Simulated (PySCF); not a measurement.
**The bond of BeS+, level by level**

Aim: find the lowest electronic state of BeS+, scan its bond at several levels of theory, and get bond length, wavenumber and dissociation energy from each curve.

The runs use PySCF 2.14.0; Be pcseg-1, S pcseg-1, no relativity.

### Step 1. Set-up

Settings of the job:

```
atoms                         : Be, S
charge                        : 1
basis                         : Be pcseg-1, S pcseg-1
Hamiltonian                   : no relativity
basis functions               : 27
electrons treated             : 19
masses in u                   : 9.0122, 31.9721
levels                        : PBE0, PBE, r²SCAN, BLYP, TPSSh, r²SCANh, LC-ωPBE, HF, MP2, SCS-MP2, CCSD, CCSD(T)
grid                          : 80 radial by 434 angular points
occupations                   : held fixed by the projection of orbital angular momentum
dissociation limit            : Be+ + S, each in its ground configuration
starting distance in angstrom : 2.045
values of 2S to try           : 1, 3
```

Command:

```console
$ OMP_NUM_THREADS=1 python dia.py task.json out
```

Further steps of the session: First curve: PBE0; Other states along the same grid; PBE (GGA); r²SCAN (meta-GGA); BLYP (GGA); TPSSh (hybrid meta-GGA); r²SCANh (hybrid meta-GGA); LC-ωPBE; UHF; MP2 and coupled cluster.

What does the calculation give? Wanted: for each run, Re; ωe; De; μ.

The runs gave:

Lowest PBE0 solution found, without spin–orbit coupling: ²Π (doublet), unpaired electrons π ↑. State 2 has its PBE0 minimum 1.41 eV higher. State 3 has its PBE0 minimum 1.53 eV higher, as a spin-mixed determinant (⟨S²⟩ = 1.75), so this is no gap between pure states. The other levels ran on the lowest alone.

| level | Re (Å) | ωe (cm⁻¹) | De (eV) | μ (D) |
| --- | --- | --- | --- | --- |
| UHF | 1.852 | 863 | 1.61 | -8.54 |
| UHF-MP2 | 1.862 | 848 | 2.49 | n/a |
| UHF-SCS-MP2 | 1.864 | 838 | 2.48 | n/a |
| UHF-CCSD | 1.868 | 824 | 2.51 | n/a |
| UHF-CCSD(T) | 1.873 | 815 | 2.60 | n/a |
| PBE | 1.862 | 830 | 3.29 | -7.34 |
| BLYP | 1.868 | 814 | 3.20 | -7.25 |
| r²SCAN | 1.855 | 850 | 3.07 | -7.78 |
| TPSSh | 1.855 | 844 | 3.14 | -7.67 |
| r²SCANh | 1.852 | 857 | 3.02 | -7.86 |
| PBE0 | 1.848 | 857 | 3.08 | -7.71 |
| LC-ωPBE | 1.833 | 888 | 2.90 | -8.05 |

De is counted to Be+ + S in their ground configurations. A positive dipole points from Be to S; in an ion it is taken about the centre of mass and does not tell which atom is negative.

Differences from CCSD(T) in the same basis:

| level | Re (mÅ) | ωe (%) |
| --- | --- | --- |
| UHF | -21 | +5.9 |
| UHF-MP2 | -11 | +4.0 |
| UHF-SCS-MP2 | -9 | +2.8 |
| UHF-CCSD | -5 | +1.1 |
| PBE | -11 | +1.8 |
| BLYP | -5 | -0.2 |
| r²SCAN | -18 | +4.3 |
| TPSSh | -18 | +3.5 |
| r²SCANh | -21 | +5.1 |
| PBE0 | -25 | +5.1 |
| LC-ωPBE | -40 | +8.9 |

**Reading.** Against CCSD(T) in the same basis, the bond length is nearest at UHF-CCSD and BLYP (-5 mÅ) and farthest at LC-ωPBE (-40 mÅ); the wavenumber is nearest at BLYP (-0.2 %) and farthest at LC-ωPBE (+8.9 %). Hartree–Fock falls on the short and stiff side, its usual fault. CCSD(T) in a basis this small is itself some way from its limit, more so than the functionals. Among the levels with a De in the table, it runs from 1.61 eV (UHF) to 3.29 eV (PBE).

Correlated steps freeze 5 core orbitals.
